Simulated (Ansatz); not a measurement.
# BClF2H3N: the cost of one run

All numbers below are computed with Ansatz 0.2.0 (RKS B3LYP-D4/def2-SVPD).

## 1. The starting structure

Bond lengths: B1–F2 1.670 Å, B1–F3 1.320 Å, B1–N4 1.550 Å, N4–H5 1.060 Å, N4–H6 1.060 Å, B1–Cl7 2.160 Å, Cl7–H8 1.380 Å. Angles: F2–B1–F3 120.0°, F2–B1–N4 120.0°, F2–B1–Cl7 71.6°, F3–B1–N4 120.0°, F3–B1–Cl7 105.4°, N4–B1–Cl7 92.8°, B1–N4–H5 120.0°, B1–N4–H6 120.0°, H5–N4–H6 120.0°, B1–Cl7–H8 63.0°.

As a file:

```xyz
8

B     0.0000    0.0000    0.0000
F     0.0000    0.0000    1.6700
F     1.1431    0.0000   -0.6600
N    -1.3423    0.0000   -0.7750
H    -2.0112   -0.8164   -0.6764
H    -1.5914    0.8164   -1.4036
Cl   -0.2702    2.0319    0.6811
H    -0.1408    1.0586    1.6505
```

## 2. Pulling towards end A

Springs on the bonds that form and break draw the guess towards this end; the thresholds are loose.

Input file input.yaml:

```yaml
crystal:
  periodic: [false, false, false]
  atoms:
    - { symbol: B, position_ang: [0.0, 0.0, 0.0] }
    - { symbol: F, position_ang: [0.0, 0.0, 1.67] }
    - { symbol: F, position_ang: [1.1431, 0.0, -0.66] }
    - { symbol: "N", position_ang: [-1.3423, 0.0, -0.775] }
    - { symbol: H, position_ang: [-2.0112, -0.8164, -0.6764] }
    - { symbol: H, position_ang: [-1.5914, 0.8164, -1.4036] }
    - { symbol: Cl, position_ang: [-0.2702, 2.0319, 0.6811] }
    - { symbol: H, position_ang: [-0.1408, 1.0586, 1.6505] }
basis:
  gaussian: { orbitals: def2-SVPD }
hamiltonian:
  xc: b3lyp
  dispersion: d4
relax:
  f_tol: 0.15
  max_steps: 25
  restrain:
    - { distance: [0, 6], at: 3.06, k: 30.0 }
    - { distance: [7, 1], at: 2.12, k: 30.0 }
    - { distance: [0, 1], at: 1.32, k: 30.0 }
    - { distance: [7, 6], at: 1.37, k: 30.0 }
```

The run is started by

```console
$ ansatz run input.yaml --threads 4 --pin off --max-ram 5120MiB --backend cpu --events-out ev --progress --plain --runs-dir out
```

**Question.** How long does this run take on 4 threads of Arm Neoverse V2, shared host, and how much memory does it need?

About 23 s, with a peak of 0.33 GiB.
